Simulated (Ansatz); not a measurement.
# AlH7O2Si: the cost of one run

All numbers below are computed with Ansatz 0.2.0 (RHF/6-31G*).

## (1) The starting structure

Bond lengths: Al1–O2 2.130 Å, O2–Si3 1.680 Å, Si3–H4 1.460 Å, Si3–H5 1.460 Å, Si3–H6 1.460 Å, Al1–H7 1.560 Å, Al1–H8 1.560 Å, Al1–O9 2.080 Å, O9–H10 1.010 Å. Angles: Al1–O2–Si3 125.0°, O2–Al1–H7 120.0°, O2–Al1–H8 120.0°, O2–Al1–O9 71.6°, H7–Al1–H8 120.0°, H7–Al1–O9 96.8°, H8–Al1–O9 101.3°, O2–Si3–H4 109.5°, O2–Si3–H5 109.5°, O2–Si3–H6 109.5°, H4–Si3–H5 109.4°, H4–Si3–H6 109.4°, H5–Si3–H6 109.4°, Al1–O9–H10 109.5°.

Coordinates:

```xyz
11

Al    0.0000    0.0000    0.0000
O     0.0000    0.0000    2.1300
Si   -1.3147   -0.4067    3.0936
H    -2.2390   -1.2403    2.3304
H    -0.8506   -1.1432    4.2657
H    -1.9987    0.8095    3.5233
H     1.3510    0.0000   -0.7800
H    -1.3510    0.0000   -0.7800
O     0.0932    1.9717    0.6559
H     0.4919    2.0000    1.5834
H     0.0589    1.2457    1.7601
```

## (2) A restrained relaxation towards end A

Springs on the bonds that form and break draw the guess towards this end; the thresholds are loose.

The input, input.yaml:

```yaml
crystal:
  periodic: [false, false, false]
  atoms:
    - { symbol: Al, position_ang: [0.0, 0.0, 0.0] }
    - { symbol: O, position_ang: [0.0, 0.0, 2.13] }
    - { symbol: Si, position_ang: [-1.3147, -0.4067, 3.0936] }
    - { symbol: H, position_ang: [-2.239, -1.2403, 2.3304] }
    - { symbol: H, position_ang: [-0.8506, -1.1432, 4.2657] }
    - { symbol: H, position_ang: [-1.9987, 0.8095, 3.5233] }
    - { symbol: H, position_ang: [1.351, 0.0, -0.78] }
    - { symbol: H, position_ang: [-1.351, 0.0, -0.78] }
    - { symbol: O, position_ang: [0.0932, 1.9717, 0.6559] }
    - { symbol: H, position_ang: [0.4919, 2.0, 1.5834] }
    - { symbol: H, position_ang: [0.0589, 1.2457, 1.7601] }
basis:
  gaussian: { orbitals: "6-31G*" }
hamiltonian:
  xc: hf
relax:
  f_tol: 0.15
  max_steps: 25
  restrain:
    - { distance: [0, 8], at: 2.98, k: 30.0 }
    - { distance: [10, 1], at: 2.21, k: 30.0 }
    - { distance: [0, 1], at: 1.78, k: 30.0 }
    - { distance: [10, 8], at: 1.01, k: 30.0 }
```

Launch:

```console
> ansatz run input.yaml --threads 1 --pin off --max-ram 2048MiB --backend cpu --events-out ev --progress --plain --runs-dir out
```

**Question.** How long does this run take on 1 thread of Arm Neoverse V1, shared host, and how much memory does it need?

About 19 s, with a peak of 0.15 GiB.
